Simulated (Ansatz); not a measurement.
This script for Ansatz 0.2.0 through its Python package starts 2 runs on TaN, space group P-6m2. What input does the engine get in each?

The script, `tan.py`:
```python
# -*- coding: utf-8 -*-
'''An interstitial in a supercell of TaN, against the perfect cell.'''

import warnings

import ansatz as az
import numpy as np

KGRID = (3, 3, 2)
FILLING = 'Fermi-Dirac'


def main():
    warnings.simplefilter('ignore', az.DeckWarning)

    xtal = (
        az.Lattice.of((2.938, 0.0, 0.0), (-1.469, 2.544383, 0.0), (0.0, 0.0, 2.883))
        .atom('Ta', (1 / 3, 2 / 3, 0.5))
        .atom('N', (0.0, 0.0, 0.0))
    )
    host = xtal.supercell(2)
    defective = host.interstitial('H', at=(0.625, 0.25, 0.25))

    def settled(structure):
        return (
            structure.calculation()
            .kpoints(*KGRID)
            .functional(az.Functional.LDA)
            .occupations(FILLING)
            .band_table()
        )


    perfect = settled(host).run().report
    base = settled(defective).forces()
    result = base.run()
    summary = result.report

    n_host, n_defect = len(perfect['lattice']['sites']), len(summary['lattice']['sites'])
    print(f'perfect cell: {n_host} atoms, F = {perfect["free_energy_ev"]:.4f} eV')
    print(f'defect cell:  {n_defect} atoms, F = {summary["free_energy_ev"]:.4f} eV')
    # chemical potentials are still to be added to this difference
    print(f'difference {summary["free_energy_ev"] - perfect["free_energy_ev"]:.4f} eV (no chemical potentials)')

    for site in result.lattice.sites:
        print(f'{site.symbol:2s}', ' '.join(f'{v:8.4f}' for v in site.position_ang))

    pull = np.linalg.norm(summary['forces_ev_ang'], axis=1)
    for atom in np.argsort(-pull)[:5]:
        print(f'force on {result.lattice.sites[atom].symbol}{atom}: {pull[atom]:.3f} eV/A')


if __name__ == '__main__':
    main()
```

Run 1:
```yaml
crystal:
  lattice:
    - [2.938, 0.0, 0.0]
    - [-1.469, 2.544383, 0.0]
    - [0.0, 0.0, 2.883]
  atoms:
    - { symbol: Ta, position: [0.3333333333333333, 0.6666666666666666, 0.5] }
    - { symbol: "N", position: [0.0, 0.0, 0.0] }
  supercell: [2, 2, 2]
kpoints:
  mp_grid:
    grid: [3, 3, 2]
hamiltonian:
  xc: lda
scf:
  occupations:
    method: fermi_dirac
output:
  eigenvalues: true
```

Run 2, against run 1:
```diff
+  defects:
+    - { interstitial: { symbol: H, position: [0.3125, 0.125, 0.125] } }
+  forces: true
```

```console
$ python tan.py
perfect cell: 16 atoms, F = -80473.8050 eV
defect cell:  17 atoms, F = -80487.3834 eV
difference -13.5783 eV (no chemical potentials)
Ta   0.0000   1.6963   1.4415
N    0.0000   0.0000   0.0000
Ta   0.0000   1.6963   4.3245
N    0.0000   0.0000   2.8830
Ta  -1.4690   4.2406   1.4415
N   -1.4690   2.5444   0.0000
Ta  -1.4690   4.2406   4.3245
N   -1.4690   2.5444   2.8830
Ta   2.9380   1.6963   1.4415
N    2.9380   0.0000   0.0000
Ta   2.9380   1.6963   4.3245
N    2.9380   0.0000   2.8830
Ta   1.4690   4.2406   1.4415
N    1.4690   2.5444   0.0000
Ta   1.4690   4.2406   4.3245
N    1.4690   2.5444   2.8830
H    1.4690   0.6361   0.7208
force on Ta4: 3.322 eV/A
force on H16: 3.036 eV/A
force on N1: 1.088 eV/A
force on N9: 1.088 eV/A
force on Ta8: 0.899 eV/A
```

Total energies depend on the potentials; only differences at equal settings carry meaning. A total without «per atom» is that of the cell as typed. The run is spin-unpolarised. For a metal this k-point mesh is coarse: on a finer one energies can move by several to tens of meV an atom and pressures by half a GPa or more, differences at one mesh by less. The atoms stand at ideal sites; relaxing them can change energy and levels by an eV or more. The difference holds no chemical potentials. Errors of mesh and smearing per atom add up over the supercell, so the energy can be off by tenths of an eV. Spin-orbit coupling, which matters for elements this heavy, is left out. The starting cell is as deposited in a crystallographic database; the results hold for this polymorph, which needn't be the stable one. The supercell is small, so the defect meets its images and the energies aren't those of an isolated defect; a partly filled defect level may also lower its energy by spin or distortion. For a charged cell the difference holds no correction, alignment or term for the electrons' reservoir. Finished in 24 s on 1 thread of Arm Neoverse V1, with other jobs on the host, peak memory 0.49 GiB.
